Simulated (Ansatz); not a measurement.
Geometry optimisation, Ansatz 0.2.0, DFT PBE, scalar-relativistic, plane waves, PAW.

The input (input.yaml):

```yaml
crystal:
  lattice:
    - [7.398, 0.0, 0.0]
    - [-3.699, 6.406856, 0.0]
    - [0.0, 0.0, 13.0]
  atoms:
    - { symbol: C, position: [0.0, 0.0, 0.0769231] }
    - { symbol: C, position: [0.2222222, 0.1111111, 0.0769231] }
    - { symbol: C, position: [0.0, 0.3333333, 0.0769231] }
    - { symbol: C, position: [0.2222222, 0.4444444, 0.0769231] }
    - { symbol: C, position: [0.0, 0.6666667, 0.0769231] }
    - { symbol: C, position: [0.2222222, 0.7777778, 0.0769231] }
    - { symbol: C, position: [0.3333333, 0.0, 0.0769231] }
    - { symbol: C, position: [0.5555556, 0.1111111, 0.0769231] }
    - { symbol: C, position: [0.3333333, 0.3333333, 0.0769231] }
    - { symbol: C, position: [0.5555556, 0.4444444, 0.0769231] }
    - { symbol: C, position: [0.3333333, 0.6666667, 0.0769231] }
    - { symbol: C, position: [0.5555556, 0.7777778, 0.0769231] }
    - { symbol: C, position: [0.6666667, 0.0, 0.0769231] }
    - { symbol: C, position: [0.8888889, 0.1111111, 0.0769231] }
    - { symbol: C, position: [0.6666667, 0.3333333, 0.0769231] }
    - { symbol: C, position: [0.8888889, 0.4444444, 0.0769231] }
    - { symbol: C, position: [0.6666667, 0.6666667, 0.0769231] }
    - { symbol: C, position: [0.8888889, 0.7777778, 0.0769231] }
    - { symbol: C, position: [0.0438225, 0.4132323, 0.1892308], spin: 1.0 }
    - { symbol: H, position: [0.0881614, 0.5579394, 0.2315385] }
    - { symbol: O, position: [0.008818, 0.2989899, 0.2623077] }
magnetization:
  spin_polarized: true
basis:
  ecutwfc: 420.0
kpoints:
  mp_grid: { grid: [2, 2, 1] }
hamiltonian:
  xc: pbe
scf:
  occupations: { method: gaussian, width: 0.02 }
  lower_state_search: "off"
relax:
  f_tol: 0.03
  max_steps: 60
  adjacent_minimum: "off"
```

Launched with:

```bash
$ ansatz run input.yaml --threads 2 --pin off --max-ram 5120MiB --backend cpu --events-out ev --progress --plain --runs-dir out
```

Q: Where does it end, and by what steps?

A: The forces met the threshold. Limits of this set-up: slab without dipole correction. After 8 steps the energy has fallen by 1.937 eV; C19 moved furthest, 0.48 Å.

```json
{"step": "0", "energy less start (eV)": "0.0000", "largest force component (eV/Å)": "6.872", "accepted": "yes"}
{"step": "1", "energy less start (eV)": "-1.1281", "largest force component (eV/Å)": "5.434", "accepted": "yes"}
{"step": "2", "energy less start (eV)": "-1.8184", "largest force component (eV/Å)": "2.525", "accepted": "yes"}
{"step": "3", "energy less start (eV)": "-1.7732", "largest force component (eV/Å)": "2.094", "accepted": "no"}
{"step": "4", "energy less start (eV)": "-1.9301", "largest force component (eV/Å)": "0.277", "accepted": "yes"}
{"step": "5", "energy less start (eV)": "-1.9123", "largest force component (eV/Å)": "0.545", "accepted": "no"}
{"step": "6", "energy less start (eV)": "-1.9354", "largest force component (eV/Å)": "0.130", "accepted": "yes"}
{"step": "7", "energy less start (eV)": "-1.9336", "largest force component (eV/Å)": "0.189", "accepted": "no"}
{"step": "8", "energy less start (eV)": "-1.9365", "largest force component (eV/Å)": "0.015", "accepted": "yes"}
```

```xyz
21
Lattice="7.3980 0.0000 0.0000 -3.6990 6.4069 0.0000 0.0000 0.0000 13.0000" Properties=species:S:1:pos:R:3
C -0.015 0.028 0.946
C 1.222 0.742 0.956
C -1.243 2.166 1.160
C 0.016 2.889 0.970
C -2.484 4.302 0.946
C -1.242 5.012 0.960
C 2.457 0.029 0.956
C 3.691 0.741 0.954
C 1.231 2.165 0.943
C 2.457 2.879 0.917
C 0.000 4.304 0.943
C 1.228 5.013 0.916
C 4.928 0.028 0.943
C 6.156 0.721 0.971
C 3.684 2.165 0.943
C 4.898 2.887 0.970
C 2.457 4.299 0.910
C 3.685 5.013 0.919
C -1.172 2.458 2.900
H -1.272 3.550 3.057
O -1.047 1.595 3.701
```

Whether the end is a true minimum wasn't checked by a vibrational analysis.

The run took 70 s on 2 threads of Intel(R) Xeon(R) 6975P-C (Granite Rapids) (shared host), peak memory 1.1 GiB.
